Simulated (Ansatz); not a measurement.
# BH4O2P: rigid torsion scan in Python

The task is a rigid torsion scan, for BH4O2P.

All numbers are computed with Ansatz 0.2.0, driven from Python. Level of theory: r2SCAN/cc-pVDZ.

## Step 1: The structure

Bond lengths: O1–B2 1.460 Å, B2–O3 1.460 Å, B2–P4 1.930 Å, O1–H5 0.990 Å, O3–H6 0.990 Å, P4–H7 1.453 Å, P4–H8 1.453 Å. Angles: O1–B2–O3 120.0°, O1–B2–P4 119.9°, O3–B2–P4 120.1°, B2–O1–H5 104.6°, B2–O3–H6 104.6°, B2–P4–H7 93.6°, B2–P4–H8 94.2°, H7–P4–H8 94.8°.

No structure file is read: the coordinates are typed or built in the script.

## Step 2: Script

bh4o2p.py reads:

```python
"""Rigid torsion scan of BH4O2P."""

import ansatz
from ase import Atoms

config = {
    "basis_set": "cc-pVDZ",
    "xc": "r2scan",
    "force_tol": 0.02,
}

atoms = Atoms(["O", "B", "O", "P", "H", "H", "H", "H"], positions=[
    [-1.4302, -0.9629, -0.3972],
    [-0.4262, 0.0, 0.0465],
    [-0.691, 1.4322, -0.0605],
    [1.2494, -0.6228, 0.7745],
    [-1.985, -1.1332, 0.4053],
    [-0.3516, 1.6828, -0.9565],
    [1.7464, -1.0761, -0.5131],
    [1.8882, 0.68, 0.7009],
])

# start the scan from a relaxed geometry
first = ansatz.Crystal.molecule_from_ase(atoms).calculation()
first = first.basis(gaussian=config["basis_set"])
first = first.functional(config["xc"])
first = first.relax(force_tolerance=config["force_tol"], max_steps=80)
atoms.positions = first.run(threads=1).report["positions_ang"]

start = atoms.get_dihedral(2, 1, 0, 4)
energies = {}
for turn in range(0, 360, 40):
    turned = atoms.copy()
    turned.set_dihedral(2, 1, 0, 4, start + turn, indices=[0, 4])
    calc = (
        ansatz.Crystal.molecule_from_ase(turned).calculation()
        .basis(gaussian=config["basis_set"])
        .functional(config["xc"])
    )
    energies[round((start + turn) % 360)] = calc.run(threads=1).report["free_energy_ev"]
floor = min(energies.values())
print("dihedral O2-B1-O0-H4 (deg)   E - E(min) (eV)")
for angle, e in sorted(energies.items()):
    print(f"{angle:8d} {(e - floor):14.3f}  " + "#" * int(30 * (e - floor) / max(max(energies.values()) - floor, 1e-9)))
```

## Step 3: The input behind the calls

The package turns the script's settings into the engine's input (first run):

```yaml
crystal:
  periodic: [false, false, false]
  atoms:
    - { symbol: O, position_ang: [-1.4302, -0.9629, -0.3972] }
    - { symbol: B, position_ang: [-0.4262, 0.0, 0.0465] }
    - { symbol: O, position_ang: [-0.691, 1.4322, -0.0605] }
    - { symbol: P, position_ang: [1.2494, -0.6228, 0.7745] }
    - { symbol: H, position_ang: [-1.985, -1.1332, 0.4053] }
    - { symbol: H, position_ang: [-0.3516, 1.6828, -0.9565] }
    - { symbol: H, position_ang: [1.7464, -1.0761, -0.5131] }
    - { symbol: H, position_ang: [1.8882, 0.68, 0.7009] }
basis:
  gaussian:
    orbitals: cc-pVDZ
hamiltonian:
  xc: r2scan
relax:
  f_tol: 0.02
  max_steps: 80
```

## Step 4: Launch

Started as:

```bash
$ python bh4o2p.py
```

**Question.** Where along the turn do the lowest and the highest point lie, and how far apart are they?

**Answer**, as computed:

| quantity | value |
| --- | --- |
| runs compared | 9 |
| range of energy | 0.448 eV |
| lowest point, turn (°) | 0 |

**Reading.** The lowest point is at 360° and the highest at 80°, 0.448 eV (43.2 kJ/mol) above it, with the rest of the molecule held. Run 0: After 12 moves the largest shift is 0.851 Å, of atom 6 (H). So large a move can change the bonding: the results belong to the relaxed structure. The scan is rigid and the energies are electronic, in a modest basis. With rigid groups the curve can differ much from the relaxed path, the start wasn't checked as a minimum of this torsion, and equivalent turns needn't return to the same energy.
